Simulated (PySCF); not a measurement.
NCBF2, in a box:

```
CELL_PARAMETERS angstrom
12.00000 0.00000 0.00000
0.00000 13.00000 0.00000
0.00000 0.00000 11.00000
ATOMIC_POSITIONS crystal
N 0.41082 0.61960 0.58231
C 0.44380 0.54384 0.54216
B 0.48808 0.44213 0.48824
F 0.59135 0.41479 0.50711
F 0.42219 0.38363 0.42387
```

Base run:

```yaml
Program: PySCF 2.14.0
Functional: PBE50
Potentials_or_basis: pob-tzvp-rev2 (all-electron)
k_mesh: 1 × 1 × 1
Occupations: fixed
Spin: no spin polarisation
```

Its results: gap between the frontier levels 11.05 eV.

Problem. After a change of settings the same cell gave: gap between the frontier levels 5.98 eV. Which change was it?
A. functional from PBE50 to HSE03; dispersion from none to D3
B. functional from PBE50 to B3LYP
C. functional from PBE50 to BLYP; dispersion from none to D3(BJ)

Solution. C.

Caveats: this is a molecule in a periodic box at the Γ point, so its band gap is the HOMO-LUMO gap; the basis of atomic orbitals isn't converged, which shifts pressures, moduli and gaps.
